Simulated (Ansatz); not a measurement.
**Trisilylamine (Si₃NH₉): basis-set convergence**

An exercise on one series of results from a longer session: the logs are not shown, and one member is left open.

Program: Ansatz 0.2.0, Gaussian basis. Level of theory: one geometry, several basis sets. These are calculated values, not measurements.

Levels to be run: PBE0-D4/def2-SVP; ωB97M-V/def2-SVP; PBE0-D4/def2-QZVPP; ωB97M-V/def2-QZVPP; the functionals' def2-TZVPP values are taken from earlier runs.

### The geometry

An earlier PBE0-D4 in a triple-zeta def2 set relaxation fixed the geometry.

13 atoms, charge 0, spin multiplicity 1.

Atoms are counted from 1 here; the program's logs count them from 0.

Bond lengths: Si1–N2 1.740 Å, Si1–H5 1.485 Å, Si1–H6 1.485 Å, Si1–H7 1.489 Å, N2–Si3 1.740 Å, N2–Si4 1.740 Å, Si3–H8 1.485 Å, Si3–H9 1.489 Å, Si3–H10 1.485 Å, Si4–H11 1.485 Å, Si4–H12 1.485 Å, Si4–H13 1.489 Å. Angles: N2–Si1–H5 108.9°, N2–Si1–H6 108.9°, N2–Si1–H7 112.2°, H5–Si1–H6 110.4°, H5–Si1–H7 108.2°, H6–Si1–H7 108.2°, Si1–N2–Si3 119.8°, Si1–N2–Si4 119.8°, Si3–N2–Si4 119.9°, N2–Si3–H8 108.9°, N2–Si3–H9 112.2°, N2–Si3–H10 108.9°, H8–Si3–H9 108.2°, H8–Si3–H10 110.4°, H9–Si3–H10 108.2°, N2–Si4–H11 108.9°, N2–Si4–H12 108.9°, N2–Si4–H13 112.2° and more.

Set-up of the first run:

in.yaml

```yaml
crystal:
  periodic: [false, false, false]
  atoms:
    - {symbol: Si, position_ang: [-0.529725, 1.425902, -0.832638]}
    - {symbol: N, position_ang: [-0.073912, -0.008430, 0.040225]}
    - {symbol: Si, position_ang: [0.779181, 0.134044, 1.549754]}
    - {symbol: Si, position_ang: [-0.260969, -1.569179, -0.705281]}
    - {symbol: H, position_ang: [-1.700745, 1.114165, -1.691059]}
    - {symbol: H, position_ang: [-0.870707, 2.494189, 0.140910]}
    - {symbol: H, position_ang: [0.567731, 1.925588, -1.706113]}
    - {symbol: H, position_ang: [0.527321, -1.083388, 2.361840]}
    - {symbol: H, position_ang: [2.249323, 0.267860, 1.354989]}
    - {symbol: H, position_ang: [0.294381, 1.342423, 2.264039]}
    - {symbol: H, position_ang: [-1.477626, -1.554057, -1.556650]}
    - {symbol: H, position_ang: [-0.386140, -2.597758, 0.358438]}
    - {symbol: H, position_ang: [0.902292, -1.926058, -1.563553]}
basis:
  gaussian: {orbitals: def2-SVP}
hamiltonian: {xc: pbe0, dispersion: d4}
output: {orbitals: {seedname: orbitals}}
```

Run with:

```sh
$ ansatz run in.yaml --threads 4 --pin off --events-out ev --progress --plain --max-ram 10444MiB
```

Among the steps run: PBE0-D4 in def2-SVP; ωB97M-V in def2-SVP; PBE0-D4 in def2-QZVPP; ωB97M-V in def2-QZVPP.

One of the session's tables, all rows but one given; the rest of the session is left out.

It belongs to the step «Density functionals: the series». 

| functional | basis | HOMO (eV) | LUMO (eV) |
| --- | --- | --- | --- |
| PBE0-D4 | def2-SVP | -7.65 | -0.01 |
| PBE0-D4 | def2-TZVPP | -7.74 | -0.41 |
| PBE0-D4 | def2-QZVPP | -7.75 | -0.48 |
| ωB97M-V | def2-SVP | -9.86 | 1.88 |
| ωB97M-V | def2-TZVPP | ? | ? |
| ωB97M-V | def2-QZVPP | -10.01 | 1.13 |

Q: Estimate the row for ωB97M-V, def2-TZVPP from the others.

As computed: HOMO (eV): -10.00; LUMO (eV): 1.31. In the column «HOMO (eV)» it lies between ωB97M-V, def2-QZVPP (-10.01) and ωB97M-V, def2-SVP (-9.86).
